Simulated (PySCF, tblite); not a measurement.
# C6H11N: a rotation path, then NMR shifts on frames

How do NMR shifts of C6H11N (`C=CC[C@@H]1CCN1`) change as the atoms move?

Programs: tblite 0.8.0 and PySCF 2.14.0, with density-fitted response routines of our own. Each step states its level of theory. These are calculated values for one molecule in the gas phase, unless marked as measured. Atoms count from 0, in the outputs and in this text.

### Step 1. Starting geometry

18 atoms, charge 0, multiplicity 1; geometry from: GFN2-xTB.

Bonds of the start (Å): C0–C1 1.32, C1–C2 1.49, C2–C3 1.54, C3–C4 1.54, C4–C5 1.53, C5–N6 1.47, N6–C3 1.47, C0–H7 1.08, C0–H8 1.08, C1–H9 1.08, C2–H10 1.09, C2–H11 1.09, C3–H12 1.10, C4–H13 1.09, C4–H14 1.09, C5–H15 1.09, C5–H16 1.10, N6–H17 1.01.

### Step 2. The rotation path with GFN2-xTB

Job settings and geometry (Å):

```
{"job": {"kind": "neb", "xc": "GFN2-xTB", "basis": "xTB", "atoms": [1, 2, 3, 4], "turn": 120}, "charge": 0, "multiplicity": 1}
C     -2.260811     0.877443     0.052089
C     -1.500840    -0.168220     0.324512
C     -0.743141    -0.936850    -0.709604
C      0.754662    -0.586431    -0.732289
C      1.493621    -0.724941     0.608611
C      1.501512     0.807237     0.656223
N      1.084213     0.841585    -0.747670
H     -2.781542     1.424032     0.820350
H     -2.406123     1.226180    -0.958481
H     -1.379910    -0.496869     1.348556
H     -1.154766    -0.720595    -1.698249
H     -0.834868    -2.009167    -0.521080
H      1.219154    -1.110799    -1.575727
H      2.484410    -1.159659     0.508034
H      0.953518    -1.230218     1.404575
H      2.470529     1.284951     0.813720
H      0.775870     1.223495     1.363044
H      0.315752     1.465143    -0.968270
```

Method: GFN2-xTB climbing-image nudged elastic band, gas phase.

On the command line:

```
OMP_NUM_THREADS=1 python probes_run.py task.json out
```

The driver reads the jobs from task.json and runs them one after another.

Log:

```text
image   E - E0 / eV
  0       0.0000
  1       0.0345
  2       0.0932
  3       0.1405
  4       0.1604
  5       0.1458
  6       0.1008
  7       0.0507
  8       0.0211
```

Run time: 2.6 s. Hardware: 1 thread of Arm Neoverse V1, shared host.

The final band, with the dihedral C1–C2–C3–C4:

| image | dihedral (°) | energy (eV) | energy (kcal/mol) |
| --- | --- | --- | --- |
| 0 | 55 | 0.000 | 0.0 |
| 1 | 71 | 0.034 | 0.8 |
| 2 | 86 | 0.093 | 2.1 |
| 3 | 101 | 0.140 | 3.2 |
| 4 | 116 | 0.160 | 3.7 |
| 5 | 131 | 0.146 | 3.4 |
| 6 | 146 | 0.101 | 2.3 |
| 7 | 161 | 0.051 | 1.2 |
| 8 | 176 | 0.021 | 0.5 |

### Step 3. Shielding tensors: image 0, PBE0/pcSseg-1

Job settings and geometry (Å):

```
{"job": {"kind": "nmr", "xc": "PBE0", "basis": "pcSseg-1", "pop": false}, "charge": 0, "multiplicity": 1}
C     -2.260800     0.877400     0.052100
C     -1.500800    -0.168200     0.324500
C     -0.743100    -0.936800    -0.709600
C      0.754700    -0.586400    -0.732300
C      1.493600    -0.724900     0.608600
C      1.501500     0.807200     0.656200
N      1.084200     0.841600    -0.747700
H     -2.781500     1.424000     0.820400
H     -2.406100     1.226200    -0.958500
H     -1.379900    -0.496900     1.348600
H     -1.154800    -0.720600    -1.698200
H     -0.834900    -2.009200    -0.521100
H      1.219200    -1.110800    -1.575700
H      2.484400    -1.159700     0.508000
H      0.953500    -1.230200     1.404600
H      2.470500     1.285000     0.813700
H      0.775900     1.223500     1.363000
H      0.315800     1.465100    -0.968300
```

Level: GIAO PBE0/pcSseg-1 NMR shielding, non-relativistic, gas phase.

Log:

```text
coarse grid: 14400 points
cycle   1  E = -289.4695856382  dE =  8.670e-01  |g| = 4.188e-01  |ddm| = 3.694e+00
cycle   2  E = -289.4655061682  dE =  4.079e-03  |g| = 4.589e-01  |ddm| = 8.412e-01
cycle   3  E = -289.5159729129  dE = -5.047e-02  |g| = 5.824e-02  |ddm| = 4.555e-01
cycle   4  E = -289.5165308438  dE = -5.579e-04  |g| = 2.323e-02  |ddm| = 6.175e-02
cycle   5  E = -289.5166438714  dE = -1.130e-04  |g| = 6.246e-03  |ddm| = 2.529e-02
cycle   6  E = -289.5166521904  dE = -8.319e-06  |g| = 1.186e-03  |ddm| = 6.709e-03
final grid: 137336 points
cycle   7  E = -289.5593335491  dE = -5.008e-05  |g| = 9.303e-03  |ddm| = 4.031e-02
cycle   8  E = -289.5593268566  dE =  6.692e-06  |g| = 1.080e-02  |ddm| = 1.809e-02
cycle   9  E = -289.5593557982  dE = -2.894e-05  |g| = 7.196e-04  |ddm| = 9.843e-03
cycle  10  E = -289.5593559006  dE = -1.024e-07  |g| = 2.547e-04  |ddm| = 8.375e-04
cycle  11  E = -289.5593559149  dE = -1.431e-08  |g| = 6.392e-05  |ddm| = 3.005e-04
cycle  12  E = -289.5593559156  dE = -6.912e-10  |g| = 2.786e-05  |ddm| = 7.313e-05
converged SCF energy = -289.5593559156

GIAO shielding tensors (ppm)
atom      isotropic    diamagn.    paramagn.     s11        s22        s33       span
  0 C       61.143     254.380    -193.237    -53.983     81.444    155.968    209.951
  1 C       44.171     257.744    -213.573    -79.925     45.458    166.980    246.905
  2 C      141.881     247.688    -105.807    129.414    145.225    151.005     21.591
  3 C      126.875     247.043    -120.168    110.373    121.060    149.191     38.818
  4 C      162.332     252.438     -90.106    148.709    158.591    179.696     30.987
  5 C      140.741     247.841    -107.100    119.924    131.797    170.503     50.578
  6 N      229.343     323.345     -94.002    178.825    245.982    263.222     84.397
  7 H       26.211      29.897      -3.686     22.982     25.276     30.376      7.394
  8 H       26.241      31.612      -5.371     22.246     25.773     30.705      8.459
  9 H       25.047      32.533      -7.487     22.508     24.709     27.923      5.416
 10 H       29.642      31.838      -2.196     25.456     28.488     34.982      9.526
 11 H       29.396      30.528      -1.132     26.021     27.562     34.606      8.585
 12 H       27.821      31.321      -3.500     23.418     27.027     33.019      9.602
 13 H       29.209      30.399      -1.190     25.870     26.917     34.839      8.969
 14 H       30.029      31.801      -1.772     26.214     29.323     34.551      8.336
 15 H       28.224      29.065      -0.841     24.440     25.411     34.820     10.380
 16 H       28.383      31.233      -2.850     24.886     27.479     32.784      7.897
 17 H       30.770      35.140      -4.370     25.482     28.257     38.571     13.088
```

Run time: 19 s. Hardware: 1 thread of Arm Neoverse V1, shared host; peak memory 0.79 GiB.

The references, computed at this level on geometries of the same kind, shield at (ppm): ¹H TMS 31.72, ¹³C TMS 186.9, ¹⁵N NH3 267.7. Their shielding less the atom's gives the shift. The references are single molecules in the gas phase, so shifts against H2O, NH3, PH3, H3PO4 or CFCl3 are not on the usual liquid scales and can be off by tens of ppm. Each atom is listed at this fixed geometry, with no averaging over motion; a spectrum would average atoms that exchange fast.

| atoms | environment | σ (ppm) | δ (ppm) |
| --- | --- | --- | --- |
| C1 | alkene CH | 44.2 | 142.8 |
| C0 | terminal =CH2 carbon | 61.1 | 125.8 |
| C3 | sp3 CH bonded to N | 126.9 | 60.1 |
| C5 | sp3 CH2 bonded to N | 140.7 | 46.2 |
| C2 | allylic sp3 CH2 | 141.9 | 45.0 |
| C4 | sp3 CH2 in a ring | 162.3 | 24.6 |
| H9 | hydrogen on an alkene CH | 25.05 | 6.67 |
| H7 | hydrogen on a terminal =CH2 carbon | 26.21 | 5.51 |
| H8 | hydrogen on a terminal =CH2 carbon | 26.24 | 5.48 |
| H12 | hydrogen on an sp3 CH bonded to N | 27.82 | 3.90 |
| H15 | hydrogen on an sp3 CH2 bonded to N | 28.22 | 3.49 |
| H16 | hydrogen on an sp3 CH2 bonded to N | 28.38 | 3.33 |
| H13 | hydrogen on an sp3 CH2 in a ring | 29.21 | 2.51 |
| H11 | hydrogen on an allylic sp3 CH2 | 29.40 | 2.32 |
| H10 | hydrogen on an allylic sp3 CH2 | 29.64 | 2.07 |
| H14 | hydrogen on an sp3 CH2 in a ring | 30.03 | 1.69 |
| H17 | hydrogen on an amine nitrogen | 30.77 | 0.95 |
| N6 | amine nitrogen | 229.3 | 38.4 |

Ring of atoms C3, C4, C5, N6: NICS(0) -2.2, NICS(1) -0.5, NICS(1)zz 0.6 ppm (means of both faces).

### Step 4. Nuclear shieldings: image 2, PBE0/pcSseg-1

Job settings and geometry (Å):

```
{"job": {"kind": "nmr", "xc": "PBE0", "basis": "pcSseg-1", "pop": false}, "charge": 0, "multiplicity": 1}
C     -2.414100     0.896200    -0.274200
C     -1.579000     0.027600     0.268900
C     -0.764100    -0.947000    -0.521100
C      0.697300    -0.471300    -0.714500
C      1.669200    -0.822800     0.424900
C      1.618700     0.660400     0.803700
N      0.979500     0.948600    -0.480700
H     -2.963000     1.610800     0.316000
H     -2.590100     0.923500    -1.338000
H     -1.418400     0.028300     1.339400
H     -1.222400    -1.084600    -1.502100
H     -0.749100    -1.914400    -0.013000
H      1.032500    -0.774100    -1.712200
H      2.642900    -1.148800     0.069200
H      1.304500    -1.519400     1.175300
H      2.572200     1.178700     0.919900
H      1.000100     0.848900     1.688100
H      0.174500     1.565600    -0.461000
```

Level: GIAO PBE0/pcSseg-1 NMR shielding, non-relativistic, gas phase.

Log:

```text
coarse grid: 14400 points
cycle   1  E = -289.4660404659  dE =  8.617e-01  |g| = 4.172e-01  |ddm| = 3.695e+00
cycle   2  E = -289.4623923152  dE =  3.648e-03  |g| = 4.551e-01  |ddm| = 8.486e-01
cycle   3  E = -289.5119428081  dE = -4.955e-02  |g| = 5.825e-02  |ddm| = 4.560e-01
cycle   4  E = -289.5124951892  dE = -5.524e-04  |g| = 2.396e-02  |ddm| = 6.236e-02
cycle   5  E = -289.5126165149  dE = -1.213e-04  |g| = 5.816e-03  |ddm| = 2.647e-02
cycle   6  E = -289.5126236492  dE = -7.134e-06  |g| = 1.008e-03  |ddm| = 6.259e-03
final grid: 137336 points
cycle   7  E = -289.5547115578  dE = -4.392e-05  |g| = 9.204e-03  |ddm| = 3.503e-02
cycle   8  E = -289.5547044669  dE =  7.091e-06  |g| = 1.078e-02  |ddm| = 1.808e-02
cycle   9  E = -289.5547334044  dE = -2.894e-05  |g| = 7.825e-04  |ddm| = 9.985e-03
cycle  10  E = -289.5547335276  dE = -1.233e-07  |g| = 3.011e-04  |ddm| = 8.690e-04
cycle  11  E = -289.5547335485  dE = -2.087e-08  |g| = 8.667e-05  |ddm| = 2.776e-04
cycle  12  E = -289.5547335502  dE = -1.700e-09  |g| = 3.099e-05  |ddm| = 8.978e-05
cycle  13  E = -289.5547335504  dE = -2.287e-10  |g| = 4.615e-06  |ddm| = 3.142e-05
converged SCF energy = -289.5547335504

GIAO shielding tensors (ppm)
atom      isotropic    diamagn.    paramagn.     s11        s22        s33       span
  0 C       60.065     254.267    -194.202    -55.991     79.825    156.360    212.350
  1 C       43.781     257.377    -213.596    -80.466     45.661    166.147    246.613
  2 C      141.527     248.611    -107.085    123.086    144.124    157.370     34.284
  3 C      130.795     245.741    -114.946    113.762    125.679    152.943     39.181
  4 C      156.874     252.805     -95.932    134.958    156.820    178.842     43.885
  5 C      139.824     247.782    -107.957    117.864    131.633    169.976     52.112
  6 N      229.658     322.349     -92.691    184.938    240.257    263.779     78.841
  7 H       26.097      29.773      -3.676     22.732     25.328     30.231      7.499
  8 H       26.285      31.393      -5.108     22.424     25.643     30.788      8.364
  9 H       25.288      32.638      -7.350     22.737     25.039     28.087      5.350
 10 H       29.204      32.052      -2.847     24.974     28.321     34.318      9.344
 11 H       29.375      30.999      -1.624     26.324     28.174     33.627      7.303
 12 H       27.994      31.498      -3.504     22.996     27.458     33.527     10.531
 13 H       28.944      30.375      -1.431     25.864     26.843     34.126      8.263
 14 H       30.207      31.478      -1.271     26.916     28.786     34.919      8.003
 15 H       28.163      28.992      -0.828     24.428     25.297     34.766     10.337
 16 H       28.355      31.054      -2.699     25.336     26.793     32.935      7.599
 17 H       30.373      34.793      -4.419     24.168     28.921     38.031     13.863
```

It took 20 s on 1 thread of Arm Neoverse V1, shared host; peak memory 0.82 GiB.

This run: δ C1 143.1, C0 126.9, C3 56.1, C5 47.1, H9 6.43, H7 5.62 ppm.

(Part 1 of 2 ends here.)
